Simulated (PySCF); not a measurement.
# C2H6BClO: the cost of one run

Computed with PySCF 2.14.0, with density-fitted response routines of our own, on a single molecule in the gas phase. Atoms count from 0, in the outputs and in this text.

## (1) The molecule as given

11 atoms, charge 0, multiplicity 1; geometry from: PBE0-D3(BJ)/def2-SVP.

Bonds of the start (Å): C0–O1 1.40, O1–B2 1.34, B2–C3 1.57, B2–Cl4 1.78, C0–H5 1.10, C0–H6 1.10, C0–H7 1.10, C3–H8 1.10, C3–H9 1.10, C3–H10 1.10.

## (2) Nuclear shieldings: HF/pcSseg-2

Job settings and geometry (Å):

```
{"job": {"kind": "nmr", "xc": "HF", "basis": "pcSseg-2", "pop": false}, "charge": 0, "multiplicity": 1}
C      1.576500    -0.284167    -0.412746
O      0.806230     0.884362    -0.314381
B     -0.488899     0.930837     0.035655
C     -1.388205    -0.305045     0.398656
Cl    -1.173347     2.569136     0.115090
H      1.817428    -0.479820    -1.469344
H      2.520175    -0.132985     0.132208
H      1.066435    -1.166516     0.003827
H     -1.211894    -0.580216     1.453868
H     -2.456656    -0.070598     0.303465
H     -1.166316    -1.197517    -0.206357
```

With the program's defaults for keys left out, this is: GIAO HF/pcSseg-2 NMR shielding, non-relativistic, gas phase.

On the command line:

```console
OMP_NUM_THREADS=1 python probes_run.py task.json out
```

One launch serves the whole session: the jobs run in the order shown.

**Question.** How long does this first job take on 1 thread of Arm Neoverse V2, shared host, and how much memory does it need?

About 15 s, with a peak of 1.1 GiB.
